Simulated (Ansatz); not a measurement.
# C2H6MgN radical: a ladder of functionals and wavefunction methods

An exercise on one series of results from a longer session: the logs are not shown, and one member is left open.

Program: Ansatz 0.2.0, Gaussian basis. Level of theory: functionals in def2-TZVPP, the program's frozen cores in correlated methods. These are calculated values, not measurements.

Levels to be run: LDA (SPW92), PBE-D4, revPBE-D4, BLYP-D4, r2SCAN-D4, B97M-V, PBE0-D4, B3LYP-D4, r2SCANh-D4, r2SCAN0-D4, HSE06-D4, BHLYP-D4, CAM-B3LYP-D4, LC-ωPBE, ωB97X-V, ωB97M-V, B2PLYP, PBE-QIDH; CCSD(T)/def2-SVP; CCSD(T)/def2-TZVPP; MP2/def2-QZVPP; extrapolation to the limit; RPA on PBE.

## Structure used throughout

The geometry comes from an earlier relaxation with PBE0-D4 in a triple-zeta def2 set; it is a stationary point, not always the lowest conformer.

SMILES `C[N](C)[Mg]`, 10 atoms, charge 0, spin multiplicity 2.

Atoms are counted from 1 here; the program's logs count them from 0.

Bond lengths: C1–N2 1.437 Å, C1–H5 1.104 Å, C1–H6 1.097 Å, C1–H7 1.104 Å, N2–C3 1.437 Å, N2–Mg4 1.913 Å, C3–H8 1.097 Å, C3–H9 1.104 Å, C3–H10 1.104 Å. Angles: N2–C1–H5 112.5°, N2–C1–H6 111.4°, N2–C1–H7 112.4°, H5–C1–H6 106.9°, H5–C1–H7 106.4°, H6–C1–H7 106.9°, C1–N2–C3 111.0°, C1–N2–Mg4 124.5°, C3–N2–Mg4 124.5°, N2–C3–H8 111.4°, N2–C3–H9 112.4°, N2–C3–H10 112.5°, H8–C3–H9 106.9°, H8–C3–H10 106.9°, H9–C3–H10 106.4°.

The first run:

The input, in.yaml:

```yaml
crystal:
  periodic: [false, false, false]
  atoms:
    - {symbol: C, position_ang: [-0.423915, 1.110110, -0.128382]}
    - {symbol: N, position_ang: [-0.433048, -0.320711, -0.257221]}
    - {symbol: C, position_ang: [0.753749, -0.896187, 0.312235]}
    - {symbol: Mg, position_ang: [-1.837645, -1.325913, -1.079504]}
    - {symbol: H, position_ang: [0.438794, 1.574070, -0.638249]}
    - {symbol: H, position_ang: [-1.327179, 1.557054, -0.560623]}
    - {symbol: H, position_ang: [-0.376413, 1.438373, 0.924929]}
    - {symbol: H, position_ang: [0.754114, -1.988718, 0.218113]}
    - {symbol: H, position_ang: [0.859469, -0.667069, 1.387319]}
    - {symbol: H, position_ang: [1.675074, -0.532111, -0.175717]}
basis:
  gaussian: {orbitals: def2-TZVPP}
magnetization: {spin_polarized: true, initial_magnetization: 1}
hamiltonian: {xc: lda}
output: {orbitals: {seedname: orbitals}}
```

Command:

```
$ ansatz run in.yaml --threads 4 --pin off --events-out ev --progress --plain --max-ram 10444MiB
```

Steps of the session up to this table: LDA; PBE-D4 (GGA); revPBE-D4 (GGA); BLYP-D4 (GGA); r2SCAN-D4 (meta-GGA); B97M-V (meta-GGA); B3LYP-D4 (hybrid); r2SCANh-D4 (hybrid); r2SCAN0-D4 (hybrid); HSE06-D4 (hybrid); BHLYP-D4 (hybrid); CAM-B3LYP-D4 (range-separated); LC-ωPBE (range-separated); ωB97X-V (range-separated); ωB97M-V (range-separated); B2PLYP (double hybrid); PBE-QIDH (double hybrid).

One of the session's tables, all rows but one given; the rest of the session is left out.

It belongs to the step «Frontier levels by functional». 

```
  functional  HOMO (eV)  LUMO (eV)  gap (eV)
 LDA (SPW92)      -4.15      -3.30      0.85
      PBE-D4      -4.06      -3.09      0.96
   revPBE-D4      -4.01      -3.06      0.95
     BLYP-D4      -3.93      -3.07      0.85
   r2SCAN-D4      -4.23      -2.76      1.46
      B97M-V      -4.27      -4.10      0.17
     PBE0-D4      -5.22      -2.33      2.89
    B3LYP-D4      -5.01      -2.68      2.33
  r2SCANh-D4      -4.67      -2.61      2.06
  r2SCAN0-D4      -5.34      -2.40      2.94
    HSE06-D4      -4.82      -2.68      2.14
    BHLYP-D4      -5.87      -1.84      4.03
CAM-B3LYP-D4      -6.27      -1.72      4.55
     LC-ωPBE          ?          ?         ?
     ωB97X-V      -7.08      -0.19      6.89
     ωB97M-V      -6.73      -0.89      5.84
```

**Question.** Estimate the row for LC-ωPBE.

**Answer.** HOMO (eV): -7.42; LUMO (eV): -0.49; gap (eV): 6.93. In the column «HOMO (eV)» it is the lowest.
